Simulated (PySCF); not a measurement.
# F3H2OPr (Pr(F)3(H2O)): the cost of one run

Computed with PySCF 2.14.0. Level: PBE0, Pr lcecp-1-SVP with ECP48, F def2-SVP, O def2-SVP, H def2-SVP; scalar-relativistic core potentials, no spin–orbit coupling.

1 further run of the same task is left out (for a known fault of the program).

## Step 1: Where the work starts

7 atoms, charge 0, spin multiplicity 1.

Bond lengths: Pr1–F2 2.163 Å, Pr1–F3 2.163 Å, Pr1–F4 2.163 Å, Pr1–O5 2.535 Å, O5–H6 0.970 Å, O5–H7 0.970 Å. Angles: F2–Pr1–F3 109.5°, F2–Pr1–F4 109.5°, F2–Pr1–O5 109.5°, F3–Pr1–F4 109.5°, F3–Pr1–O5 109.5°, F4–Pr1–O5 109.5°, Pr1–O5–H6 127.5°, Pr1–O5–H7 127.5°, H6–O5–H7 105.1°.

As a file:

```xyz
7
charge 0, multiplicity 1
Pr    0.00000    0.00000    0.00000
F     1.24880    1.24880    1.24880
F    -1.24880   -1.24880    1.24880
F     1.24880   -1.24880   -1.24880
O    -1.46360    1.46360   -1.46360
H    -1.80420    2.34870   -1.25970
H    -1.80420    1.25970   -2.34870
```

Formal oxidation states: Pr +3. Each metal's 2 4f electrons lie in its core potential, so multiplicities, spins and levels count the valence alone.

## Step 2: SCF at the start, singlet

File run.py (the lines that set the calculation):

```python
mol = gto.M(atom='''
Pr     0.00000     0.00000     0.00000
F      1.24880     1.24880     1.24880
F     -1.24880    -1.24880     1.24880
F      1.24880    -1.24880    -1.24880
O     -1.46360     1.46360    -1.46360
H     -1.80420     2.34870    -1.25970
H     -1.80420     1.25970    -2.34870''',
    basis={'Pr': 'lcecp-1-SVP', 'F': 'def2-SVP', 'O': 'def2-SVP', 'H': 'def2-SVP'},
    ecp={'Pr': 'lcecp-1-SVP'},
    charge=0, spin=0)
mf = dft.RKS(mol, xc='PBE0')
mf.grids.atom_grid = (50, 194)  # f atoms: unpruned, at least (60, 302)
mf = mf.density_fit()  # fitting sets: Pr AutoAux, F def2-universal-JKFIT, O def2-universal-JKFIT, H def2-universal-JKFIT
mf.conv_tol = 1e-08; mf.max_cycle = 55
mf.kernel(dm0)  # dm0: free metal ions and neutral atoms
```

The run is started by

```sh
> OMP_NUM_THREADS=2 python run.py
```

**Question.** How long does this run take on 2 threads of Arm Neoverse V1, shared host, and how much memory does it need?

About 2.9 s, with a peak of 0.54 GiB.
